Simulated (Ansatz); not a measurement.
# ZrS: the cost of one run

Method: DFT r2SCAN, scalar-relativistic, plane waves, PAW, in Ansatz 0.2.0.

The COD entry's cell or inner coordinates are ideal or old and differ from later refinements, so a difference from it is no clean test against experiment.

1 further run of the same task is left out (set aside as unsound or not needed).

**1. The starting structure**

It takes space group Fm-3m (No. 225, cubic). The conventional cell has a = 5.250 Å, b = 5.250 Å, c = 5.250 Å, α = 90.00°, β = 90.00°, γ = 90.00°. Zr (site symmetry m-3m) is surrounded by 6 S at 2.62 Å. S (site symmetry m-3m) is surrounded by 6 Zr at 2.62 Å.

Coordinates:

```cif
data_structure
_symmetry_space_group_name_H-M 'Fm-3m'
_symmetry_Int_Tables_number 225
_cell_length_a 5.2500
_cell_length_b 5.2500
_cell_length_c 5.2500
_cell_angle_alpha 90.000
_cell_angle_beta 90.000
_cell_angle_gamma 90.000
_cell_volume 144.70
loop_
_atom_site_label
_atom_site_type_symbol
_atom_site_symmetry_multiplicity
_atom_site_Wyckoff_symbol
_atom_site_fract_x
_atom_site_fract_y
_atom_site_fract_z
_atom_site_occupancy
Zr1 Zr 4 a 0.00000 0.00000 0.00000 1
S1 S 4 b 0.50000 0.00000 0.00000 1
```

The cell is taken as given, not relaxed at this level.

**2. The reference cell**

The reference gives a free energy of -5103.9798 eV, pressure -2.01 GPa, largest force 0.000 eV/Å and gap on the mesh none (metal). It was computed beforehand with the settings of the runs below.

**3. The scan: shifting one sublattice**

Every Zr atom is moved by x along the Cartesian unit vector (0.000, 0.000, -1.000); the cell and all other atoms stay fixed. Forces below are components along that vector, summed over the moved atoms.

**4. At x = -0.500 Å**

File input.yaml:

```yaml
crystal:
  lattice:
    - [0.0, 2.625, 2.625]
    - [2.625, 0.0, 2.625]
    - [2.625, 2.625, 0.0]
  atoms:
    - { symbol: Zr, position: [0.0952380952, 0.0952380952, -0.0952380952] }
    - { symbol: S, position: [0.5, 0.5, 0.5] }
basis:
  ecutwfc: 500
kpoints:
  mp_grid: { grid: [16, 16, 16] }
hamiltonian:
  xc: r2scan
scf:
  occupations: { method: gaussian, width: 0.15 }
output:
  forces: true
  stress: true
  eigenvalues: true
```

The run is started by

```console
$ ansatz run input.yaml --threads 1 --pin off --max-ram 2560MiB --backend cpu --events-out ev --progress --plain --runs-dir out
```

Q: Estimate wall time and peak memory on 1 thread of Intel Xeon at 2.50GHz (Skylake/Cascade Lake), shared host.

About 57 s, with a peak of 0.67 GiB.
